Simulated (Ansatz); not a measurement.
# LaRe (CsCl type): equation of state

One table from this session's results is given with a row withheld; the runs are named, their logs left out.

Method: DFT PBE, scalar-relativistic, plane waves, PAW, in Ansatz 0.2.0.

1 further run of the same task is left out (it didn't finish). Runs told in other sessions of the task aren't counted.

## The system as given

Symmetry: Pm-3m, No. 221, cubic system. The conventional cell has a = 3.584 Å, b = 3.584 Å, c = 3.584 Å, α = 90.00°, β = 90.00°, γ = 90.00°. Around La (site symmetry m-3m) lie 8 Re at 3.10 Å. Re (site symmetry m-3m) is surrounded by 8 La at 3.10 Å.

Structure file:

```cif
data_structure
_symmetry_space_group_name_H-M 'P 1'
_symmetry_Int_Tables_number 1
_cell_length_a 3.5836
_cell_length_b 3.5836
_cell_length_c 3.5836
_cell_angle_alpha 90.000
_cell_angle_beta 90.000
_cell_angle_gamma 90.000
_cell_volume 46.02
loop_
_atom_site_label
_atom_site_type_symbol
_atom_site_fract_x
_atom_site_fract_y
_atom_site_fract_z
_atom_site_occupancy
La1 La 0.00000 0.00000 0.00000 1
Re1 Re 0.50000 0.50000 0.50000 1
```

An earlier run at PBE left this cell at 23.010 Å³/atom and 0.03 GPa (10×10×10 mesh).

Volume factors to run: 0.980, 1.020, 0.960, 1.040, 1.070, 1.100, 0.945.

The first run:

The input, input.yaml:

```yaml
crystal:
  lattice:
    - [3.5595029507, 0.0, 0.0]
    - [0.0, 3.5595029507, 0.0]
    - [0.0, 0.0, 3.5595029507]
  atoms:
    - { symbol: La, position: [0.0, 0.0, 0.0] }
    - { symbol: Re, position: [0.5, 0.5, 0.5] }
basis:
  ecutwfc: 420
  ecutrho_ratio: 4
kpoints:
  mp_grid: { grid: [10, 10, 10] }
hamiltonian:
  xc: pbe
scf:
  occupations: { method: gaussian, width: 0.05 }
output:
  forces: true
  stress: true
  eigenvalues: true
```

The run is started by

```bash
> ansatz run input.yaml --threads 2 --pin off --max-ram 2662MiB --backend cpu --events-out ev --progress --plain --runs-dir out
```

Among the steps run: At 0.980 of the relaxed volume; Scaling the volume by 1.020; Scaling the volume by 0.960; At 1.040 of the relaxed volume; At 1.070 of the relaxed volume; Volume × 1.100; Volume × 0.945.

One table of the session follows, with a row left open; its other results are not shown here.

It belongs to the step «The fit». 

| volume (Å³/atom) | energy (meV/atom) | pressure (GPa) |
| --- | --- | --- |
| 21.744 | 22.73 | 6.00 |
| 22.089 | 11.70 | 4.22 |
| 22.550 | 2.82 | 2.01 |
| 23.010 | 0.00 | 0.03 |
| 23.470 | 2.60 | -1.74 |
| 23.930 | 10.02 | -3.32 |
| 24.620 | ? | ? |
| 25.311 | 56.02 | -7.20 |

Estimate the missing values for volume (Å³/atom) = 24.620.

Worked estimate for «energy (meV/atom)». A straight line through the neighbours (23.930, 10.02) and (25.311, 56.02) gives 10.02 + (56.02 − 10.02) × (24.620 − 23.930) / (25.311 − 23.930) = 33.00; a parabola fitted to 3 rows on both sides gives 28.55.

As computed: energy (meV/atom): 28.92; pressure (GPa): -5.38. In «energy (meV/atom)» the line misses by +4.08 and the parabola by -0.37.
